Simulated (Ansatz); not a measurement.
# Ba2TaBrO2 (element-swapped structure): how the settings move a relaxation

Aim: see which settings change the result for Ba2TaBrO2 (element-swapped structure), by how much, and at what cost.

Method: reference: DFT r2SCAN, plane waves, PAW, scalar-relativistic, no spin polarisation, in Ansatz 0.2.0.

1 further run of the same task is left out (it didn't finish).

**1. The starting structure**

Symmetry: R-3m, No. 166, trigonal system. Conventional cell: a = 4.299 Å, b = 4.299 Å, c = 29.541 Å, α = 90.00°, β = 90.00°, γ = 120.00°. Ba (site symmetry 3m) is surrounded by 3 O at 2.59 Å and 3 Br at 3.44 Å. Around Ta (site symmetry -3m) lie 2 O at 1.80 Å. Br (site symmetry -3m) has 6 Ba at 3.44 Å as nearest neighbours. Around O (site symmetry 3m) lie 1 Ta at 1.80 Å and 3 Ba at 2.59 Å.

Structure file:

```
Ba Ta Br O
1.0
     4.29909    0.00000    0.00000
    -2.14954    3.72312    0.00000
    -2.14954    1.24104    9.84708
Ba Ta Br O
2 1 1 2
Direct
  0.74750 0.25250 0.24250
  0.25250 0.74750 0.75750
  0.50000 0.50000 0.50000
  0.00000 0.00000 0.00000
  0.43900 0.56100 0.31700
  0.56100 0.43900 0.68300
```

**2. The reference run**

File input.yaml:

```yaml
crystal:
  lattice:
    - [4.299083, 0.0, 0.0]
    - [-2.149542, 3.723121, 0.0]
    - [-2.149542, 1.24104, 9.84708]
  atoms:
    - { symbol: Ba, position: [0.7475, 0.2525, 0.2425] }
    - { symbol: Ba, position: [0.2525, 0.7475, 0.7575] }
    - { symbol: Ta, position: [0.5, 0.5, 0.5] }
    - { symbol: Br, position: [0.0, 0.0, 0.0] }
    - { symbol: O, position: [0.439, 0.561, 0.317] }
    - { symbol: O, position: [0.561, 0.439, 0.683] }
  symmetry: { tolerance: 0.0003 }
kpoints:
  mp_grid: { grid: [5, 5, 5], shift: [0, 0, 0] }
magnetization:
  spin_polarized: false
scf:
  occupations: { method: fermi_dirac }
hamiltonian:
  pseudopotentials: { kind: paw }
  xc: r2scan
basis:
  ecutwfc: 500
output:
  forces: true
  stress: true
  eigenvalues: true
relax:
  max_steps: 40
  cell: {}
```

On the command line:

```sh
ansatz run input.yaml --threads 1 --pin off --max-ram 2560MiB --backend cpu --events-out ev --progress --plain --runs-dir out
```

The program printed, shortened:

```text
Warning: crystal.lattice misses the space group found at crystal.symmetry.tolerance 3.0e-4 in a digit that the deck types, which is why this is a warning: making the lattice exact moves one of its numbers by a whole unit of that number's last typed decimal, or more. The operation that it [...]
Warning: RAYON_NUM_THREADS=1 ignored (pool sized by the plan → 1); use --threads N
[...]
Pseudopotentials: kind: paw
Pseudopotential: Ba, paw, valence charge 10, recommended cutoff 500 eV (meta_gga), Ba.paw.azcp
Pseudopotential: Ta, paw, valence charge 13, recommended cutoff 500 eV (meta_gga), Ta.paw.azcp
Pseudopotential: Br, paw, valence charge 7, recommended cutoff 500 eV (meta_gga), Br.paw.azcp
Pseudopotential: O, paw, valence charge 6, recommended cutoff 500 eV (meta_gga), O.paw.azcp
Functional definition: r2SCAN
[...]
Crystal: 6 atoms, lattice volume = 157.612 Å³
Basis set: ecut = 500 eV, 4007 PW (Γ), exchange–correlation on 128×128×300 points (64 copies of the dense FFT grid, shifted against one another)
Bands: 32, of which v1, the nominal top of the filled ones, is band 26 counted from 1 (25 counted from 0)
Symmetry: 12 space group operations
Space group: R-3m (ITA 166), of the structure as read, at distance tolerance 1.6e-3 Å
k-points: 19 of 125
[...]
SCF iter   1: F=—  HF=-25810.259960 eV  |F-HF|=—  |Δ(HF+E_count)|=         —  Δρ=6.84e-3  dr2=8.47e-2  dr2_τ=2.19e-1  ethr=1.77e-3  ⟨swp⟩=8.4  Hψ=3362  notcnv=0
[...]
SCF converged after 5 iterations
Free energy (F): -25810.892185 eV
[...]
E sigma→0 (E₀):  -25810.862252 eV
Entropy (-TS):   -0.059866 eV (-9.978 meV/atom)
Fermi energy:    8.954384 eV
[...]
--- Forces (eV/Å), atoms counted from 1 ---
  atom   1  Ba     0.00000000     0.00000000    -0.00027971
  atom   2  Ba    -0.00000000    -0.00000000     0.00027971
  atom   3  Ta     0.00000000     0.00000000     0.00000000
  atom   4  Br    -0.00000000    -0.00000000     0.00000000
  atom   5  O     -0.00000000    -0.00000000     0.00112534
  atom   6  O      0.00000000     0.00000000    -0.00112534
[...]
--- Stress (GPa, compression-positive) ---
        0.005378      -0.000000       0.000000
       -0.000000       0.005378       0.000000
        0.000000       0.000000      -0.002226
  P = ⅓ Tr σ = 0.0028 GPa (0.028 kbar)
--- Band table (eV; the first three rows and the last of 19) ---
[...]
--- Relaxed structure (7 steps of the walk, 7 accepted, 1 SCFs on fresh bases) ---
  F+E_penalty+E_count = -25810.89218488 eV   max|allowed force component| = 1.125e-3 eV/Å   (the final SCF, on the basis selected at the relaxed cell)
  cell:  # Å, volume = 160.8744 Å³
    - [4.276186021344533, 2.871374178429765e-7, 7.237658514893363e-8]
    - [-2.138093259340566, 3.703285582223562, 2.6491610728310263e-8]
    - [-2.138093265504765, 1.2344282597524525, 10.158818327255318]
  atoms:
    - { symbol: Ba, position: [0.7457084038004704, 0.2542915961995295, 0.23712521140141143] }
    - { symbol: Ba, position: [0.2542915961995292, 0.7457084038004704, 0.7628747885985879] }
    - { symbol: Ta, position: [0.4999999999999998, 0.49999999999999983, 0.4999999999999998] }
    - { symbol: Br, position: [-4.4041538591400986e-20, 4.404156468238027e-20, -1.3212471179096807e-19] }
    - { symbol: O, position: [0.4371855632774274, 0.5628144367225724, 0.3115566898322825] }
    - { symbol: O, position: [0.5628144367225723, 0.43718556327742736, 0.6884433101677171] }
```

It took 2.4 min on 1 thread of Arm Neoverse V1, shared host; peak memory 0.87 GiB.

**3. Changing settings: hubbard.sites [{species: Ta, l: d, u_eff: 2.0}], hubbard.double_counting fll, ecutwfc 300 eV**

Edit input.yaml of step 2 so:

```diff
@@ -22,4 +22,5 @@
   xc: r2scan
+  hubbard: { sites: [{ species: Ta, l: d, u_eff: 2.0 }], double_counting: fll }
 basis:
-  ecutwfc: 500
+  ecutwfc: "300 eV"
 output:
```

On the command line:

```sh
ansatz run input.yaml --threads 1 --pin off --max-ram 2560MiB --backend cpu --events-out ev --progress --plain --runs-dir out
```

The program printed, shortened:

```text
Warning: crystal.lattice misses the space group found at crystal.symmetry.tolerance 3.0e-4 in a digit that the deck types, which is why this is a warning: making the lattice exact moves one of its numbers by a whole unit of that number's last typed decimal, or more. The operation that it [...]
Warning: basis.ecutwfc = 300 eV is below the records' recommended 500 eV, and the density's cutoff is lower with it unless basis.ecutrho_ratio is high enough to keep the records' density cutoff: compare with a run at a higher cutoff
Warning: RAYON_NUM_THREADS=1 ignored (pool sized by the plan → 1); use --threads N
[...]
Ba: projections on atomic orbitals take those of the free atom [Kr 4d10] 5s2 5p6 6s2, of charge +0.00 (hamiltonian.pseudopotentials.projection_atoms); the dataset's partial waves leave at most 9.7e-6 of an orbital's norm unspanned inside its sphere
Ta: projections on atomic orbitals take those of the free atom [Kr 4d10 4f14] 5s2 5p6 5d3 6s2, of charge +0.00 (hamiltonian.pseudopotentials.projection_atoms); the dataset's partial waves leave at most 6.0e-5 of an orbital's norm unspanned inside its sphere
[...]
--- Stress (GPa, compression-positive) ---
       -0.015186       0.000000      -0.000000
       -0.000000      -0.015186      -0.000000
       -0.000000      -0.000000       0.027886
  P = ⅓ Tr σ = -0.0008 GPa (-0.008 kbar)
--- Band table (eV; the first three rows and the last of 19) ---
[...]
Occupation matrices written to <dir>
--- Relaxed structure (11 steps of the walk, 11 accepted, 5 SCFs on fresh bases) ---
  F+E_penalty+E_count = -25807.89464883 eV   max|allowed force component| = 1.773e-3 eV/Å   (the final SCF, on the basis selected at the relaxed cell)
  cell:  # Å, volume = 160.5008 Å³
    - [4.25378899838243, 2.856335021299616e-7, 7.199750434375929e-8]
    - [-2.126894746557085, 3.683889192121195, 2.6352857825259292e-8]
    - [-2.1268947550013824, 1.2279627954744914, 10.242231653014874]
  atoms:
    - { symbol: Ba, position: [0.7453449710614066, 0.2546550289385935, 0.23603491318421957] }
    - { symbol: Ba, position: [0.25465502893859315, 0.7453449710614068, 0.7639650868157802] }
    - { symbol: Ta, position: [0.5, 0.5000000000000001, 0.49999999999999994] }
    - { symbol: Br, position: [1.932935403584102e-19, -1.9329353504094674e-19, 5.798806795270257e-19] }
    - { symbol: O, position: [0.43728181754498874, 0.5627181824550116, 0.31184545263496616] }
    - { symbol: O, position: [0.562718182455011, 0.43728181754498846, 0.6881545473650338] }
```

Wall time 2.8 min (1 thread of Arm Neoverse V1, shared host); peak memory 0.64 GiB.

Changing the Hubbard U and cutoff moves the energy by +499.6 meV/atom, and the final volume goes from 160.87 to 160.50 Å³. The U term adds an energy of its own, so the shift says nothing about which run is better. The log warns that the cutoff is under what these potentials recommend, so the shift holds truncation error.

**4. A further run, with the input changed**

Edit input.yaml of step 2 so:

```diff
@@ -19,2 +19,3 @@
   occupations: { method: fermi_dirac }
+  convergence: { dr2_threshold: 0.0001 }
 hamiltonian:
@@ -22,2 +23,3 @@
   xc: r2scan
+  hubbard: { sites: [{ species: Ta, l: d, u_eff: 5.0 }], double_counting: amf }
 basis:
@@ -28,2 +30,6 @@
   eigenvalues: true
+  write_density: true
+  write_potential: true
+  elf: true
+  volumetric_format: npy
 relax:
```

On the command line:

```sh
ansatz run input.yaml --threads 1 --pin off --max-ram 2560MiB --backend cpu --events-out ev --progress --plain --runs-dir out
```

The program printed, shortened:

```text
Warning: crystal.lattice misses the space group found at crystal.symmetry.tolerance 3.0e-4 in a digit that the deck types, which is why this is a warning: making the lattice exact moves one of its numbers by a whole unit of that number's last typed decimal, or more. The operation that it [...]
Warning: scf.convergence.dr2_threshold = 1e-4 eV is looser than this run's default, which is 1e-7 eV or tighter. The error in the forces grows as the threshold's square root, so leave the key out unless less accurate forces are enough
Warning: relax.cell: scf.convergence.dr2_threshold = 1e-4 eV is looser than the 6e-10 eV advised for a relaxation that steers and ends on the stress (1e-10 eV for each atom of the cell: 6). What an SCF threshold leaves in a stress goes as its square root, and in the free energy as the [...]
Warning: RAYON_NUM_THREADS=1 ignored (pool sized by the plan → 1); use --threads N
[...]
Ba: projections on atomic orbitals take those of the free atom [Kr 4d10] 5s2 5p6 6s2, of charge +0.00 (hamiltonian.pseudopotentials.projection_atoms); the dataset's partial waves leave at most 9.7e-6 of an orbital's norm unspanned inside its sphere
[...]
  atom   4  Br    -0.00000000     0.00000000     0.00000000
  atom   5  O      0.00000000     0.00000000    -0.00155257
  atom   6  O     -0.00000000    -0.00000000     0.00155257
[...]
--- Stress (GPa, compression-positive) ---
        0.000986      -0.000000      -0.000000
       -0.000000       0.000986      -0.000000
       -0.000000      -0.000000       0.018454
  P = ⅓ Tr σ = 0.0068 GPa (0.068 kbar)
--- Band table (eV; the first three rows and the last of 19) ---
[...]
Occupation matrices written to <dir>
--- Relaxed structure (7 steps of the walk, 7 accepted, 2 SCFs on fresh bases) ---
  F+E_penalty+E_count = -25811.56444112 eV   max|allowed force component| = 2.278e-3 eV/Å   (the final SCF, on the basis selected at the relaxed cell)
  cell:  # Å, volume = 158.7441 Å³
    - [4.198359375669425, 2.819115128013812e-7, 7.105933028035218e-8]
    - [-2.099179931977245, 3.6358857325905407, 2.6009463033960234e-8]
    - [-2.0991799452303788, 1.2119616408783271, 10.39938769917217]
  atoms:
    - { symbol: Ba, position: [0.745043973265546, 0.25495602673445383, 0.23513191979663825] }
    - { symbol: Ba, position: [0.2549560267344537, 0.7450439732655458, 0.7648680802033617] }
    - { symbol: Ta, position: [0.4999999999999999, 0.4999999999999999, 0.49999999999999983] }
    - { symbol: Br, position: [7.829614916747956e-20, -7.829606407599291e-20, 2.348883765172759e-19] }
    - { symbol: O, position: [0.4374056568053185, 0.5625943431946809, 0.31221697041595625] }
    - { symbol: O, position: [0.5625943431946812, 0.43740565680531884, 0.6877830295840435] }
```

It took 2.9 min on 1 thread of Arm Neoverse V1, shared host; peak memory 0.95 GiB.

**5. Checking the result**

The run converged and reported no error, with warnings (filled band counts differ across k points, force scf threshold loose, stress scf threshold loose). Its log warns: «crystal.lattice misses the space group found at crystal.symmetry.tolerance 3.0e-4 in a digit that the deck types ...»

In the input, scf.convergence.dr2_threshold is 0.0001. With so loose a criterion, "converged" says little: forces and stress carry the leftover error to first order.

To undo it: delete scf.convergence.dr2_threshold (the default then holds).

Changing the convergence setting and Hubbard U moves the energy by -112.0 meV/atom, and the final volume goes from 160.87 to 158.74 Å³. The U term adds an energy of its own, so the shift says nothing about which run is better.

**6. Changing settings: mp_grid.grid [4, 4, 4], occupations.method cold, occupations.width 0.05**

Edit input.yaml of step 2 so:

```diff
@@ -14,3 +14,3 @@
 kpoints:
-  mp_grid: { grid: [5, 5, 5], shift: [0, 0, 0] }
+  mp_grid: { grid: [4, 4, 4], shift: [0, 0, 0] }
 magnetization:
@@ -18,3 +18,3 @@
 scf:
-  occupations: { method: fermi_dirac }
+  occupations: { method: cold, width: 0.05 }
 hamiltonian:
```

On the command line:

```sh
ansatz run input.yaml --threads 1 --pin off --max-ram 2560MiB --backend cpu --events-out ev --progress --plain --runs-dir out
```

The program printed, shortened:

```text
Warning: crystal.lattice misses the space group found at crystal.symmetry.tolerance 3.0e-4 in a digit that the deck types, which is why this is a warning: making the lattice exact moves one of its numbers by a whole unit of that number's last typed decimal, or more. The operation that it [...]
Warning: RAYON_NUM_THREADS=1 ignored (pool sized by the plan → 1); use --threads N
[...]
[... 6 set-up lines as earlier in the session ...]
[...]
Crystal: 6 atoms, lattice volume = 157.612 Å³
Basis set: ecut = 500 eV, 4007 PW (Γ), exchange–correlation on 128×128×300 points (64 copies of the dense FFT grid, shifted against one another)
[...]
        0.005064       0.000000       0.000000
        0.000000       0.005064       0.000000
        0.000000       0.000000       0.001278
  P = ⅓ Tr σ = 0.0038 GPa (0.038 kbar)
--- Band table (eV; the first three rows and the last of 13) ---
[...]
--- Relaxed structure (7 steps of the walk, 7 accepted, 1 SCFs on fresh bases) ---
  F+E_penalty+E_count = -25810.91032777 eV   max|allowed force component| = 6.789e-4 eV/Å   (the final SCF, on the basis selected at the relaxed cell)
  cell:  # Å, volume = 160.8316 Å³
    - [4.278005428372738, 2.872595874187337e-7, 7.240737952189086e-8]
    - [-2.13900296296047, 3.7048612348687264, 2.6502882226811962e-8]
    - [-2.1390029688622048, 1.234953477452047, 10.14747864903154]
  atoms:
    - { symbol: Ba, position: [0.7457167082825256, 0.2542832917174744, 0.2371501248475769] }
    - { symbol: Ba, position: [0.25428329171747444, 0.7457167082825258, 0.762849875152423] }
    - { symbol: Ta, position: [0.5000000000000001, 0.5000000000000001, 0.49999999999999994] }
    - { symbol: Br, position: [2.936102219617115e-20, -2.936103849295823e-20, 8.808314119397874e-20] }
    - { symbol: O, position: [0.437151858251719, 0.5628481417482809, 0.311455574755157] }
    - { symbol: O, position: [0.5628481417482812, 0.4371518582517192, 0.6885444252448432] }
```

It took 2 min on 1 thread of Arm Neoverse V1, shared host; peak memory 0.85 GiB.

Changing the k-point mesh and smearing moves the energy by -7.8 meV/atom (σ→0 values). More than one kind of setting changed, and this run alone doesn't tell their shares apart. These settings are too coarse to quote as the system's properties.

**7. Side by side**

```
                                                                                                  run     ending                                          energy change  pressure (GPa)  gap (eV)  force (eV/Å)  cycles     time
                                                                                            reference  converged                                                      0             0.0      0.00          0.00      58  2.4 min
      1: hubbard.sites [{species: Ta, l: d, u_eff: 2.0}], hubbard.double_counting fll, ecutwfc 300 eV  converged  +499.6 meV/atom (U changed: no physical gain or loss)             0.0      0.00          0.00     115  2.8 min
2: dr2_threshold 0.0001, hubbard.sites [{species: Ta, l: d, u_eff: 5.0}], hubbard.double_counting amf  converged  -112.0 meV/atom (U changed: no physical gain or loss)             0.0      0.00          0.00      41  2.9 min
                           3: mp_grid.grid [4, 4, 4], occupations.method cold, occupations.width 0.05  converged                                    -7.8 meV/atom (σ→0)             0.0      0.00          0.00      68    2 min
```

Times don't compare one to one where runs were asked for different outputs or read a saved state (see the inputs); cycles may leave out searches for a lower state.

**Reading.** «mp_grid.grid [4, 4, 4], occupations.method cold, occupations.width 0.05» moves the energy by -7.8 meV/atom. Run 1 ran under the cutoff that the potentials recommend, as the log warns, so basis error is mixed into its values. A changed U is a change of model: its shifts are not errors of convergence.

The reference is no final answer either: its mesh is coarse for a cell with so small a gap or none.
